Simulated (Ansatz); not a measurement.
LaMg6Mn:

```
La Mn Mg
1.0
     5.11611    0.00000    0.00000
     0.00000    3.31515    5.75801
     0.00000   -3.31515    5.75801
La Mn Mg
1 1 6
Direct
  0.50000 0.67487 0.67487
  0.00000 0.83612 0.83612
  0.50000 0.16255 0.16255
  0.50000 0.15785 0.68031
  0.50000 0.68031 0.15785
  0.00000 0.33332 0.33332
  0.00000 0.31648 0.83850
  0.00000 0.83850 0.31648
```

The cell comes from a database or a generator and needn't be the stable form of this composition.

| Property | Result |
| --- | --- |
| Program | Ansatz 0.2.0 |
| Task | single point |
| Functional | PBE |
| Potentials or basis | Ansatz PAW |
| Cutoff | 420 eV (not typed: the program's choice for these potentials) |
| k mesh | 5 × 5 × 5 |
| Occupations | fermi-dirac, width 0.05 eV |
| Spin | collinear spin, ferromagnetic start |
| Starting moments | [0.0, 4.0, 0.0, 0.0, 0.0, 0.0, 0.0, 0.0] μB |

On this cell: pressure -0.2 GPa; largest force 0.104 eV/Å; net moment 3.88 μB per cell; site moments La -0.04; Mn +4.02; Mg +0.02, -0.03, -0.02 μB; band gap on the k mesh none (metal or under the smearing width).

The same run follows on a disturbed copy (atoms moved at random, drawn with an rms of 0.05 Å):

```xyz
8
Lattice="5.1161 0.0000 0.0000 0.0000 3.3152 5.7580 0.0000 -3.3152 5.7580" Properties=species:S:1:pos:R:3 pbc="T T T"
La    2.5321    0.0303    7.7827
Mn    0.0035    0.0334    9.5949
Mg    2.5458   -0.0150    1.8178
Mg    2.5322   -1.6984    4.8537
Mg    2.5651    1.7523    4.7855
Mg    0.0029   -0.0188    3.8013
Mg   -0.0038   -1.7512    6.6601
Mg    0.0265    1.6845    6.6269
```

Question: What does the disturbed cell give?

Answer: The energy (extrapolated to zero smearing) moves by +2.4 meV/atom; pressure -0.2 GPa; largest force 0.248 eV/Å; net moment 3.87 μB per cell; site moments La -0.04; Mn +3.99; Mg +0.02, -0.02, -0.03 μB; band gap on the k mesh none (metal or under the smearing width).

Forces in eV/Å, atoms in the order of the input:
```
La   0.182 -0.124 -0.025
Mn  -0.044 -0.035  0.129
Mg   0.050  0.115  0.054
Mg   0.054 -0.056 -0.044
Mg   0.010 -0.040  0.149
Mg  -0.025 -0.007 -0.019
Mg  -0.069  0.020 -0.100
Mg  -0.157  0.127 -0.145
```

Stress tensor (GPa, compression positive):
```
-0.33 -0.09  0.06
-0.09 -0.40 -0.27
 0.06 -0.27  0.08
```
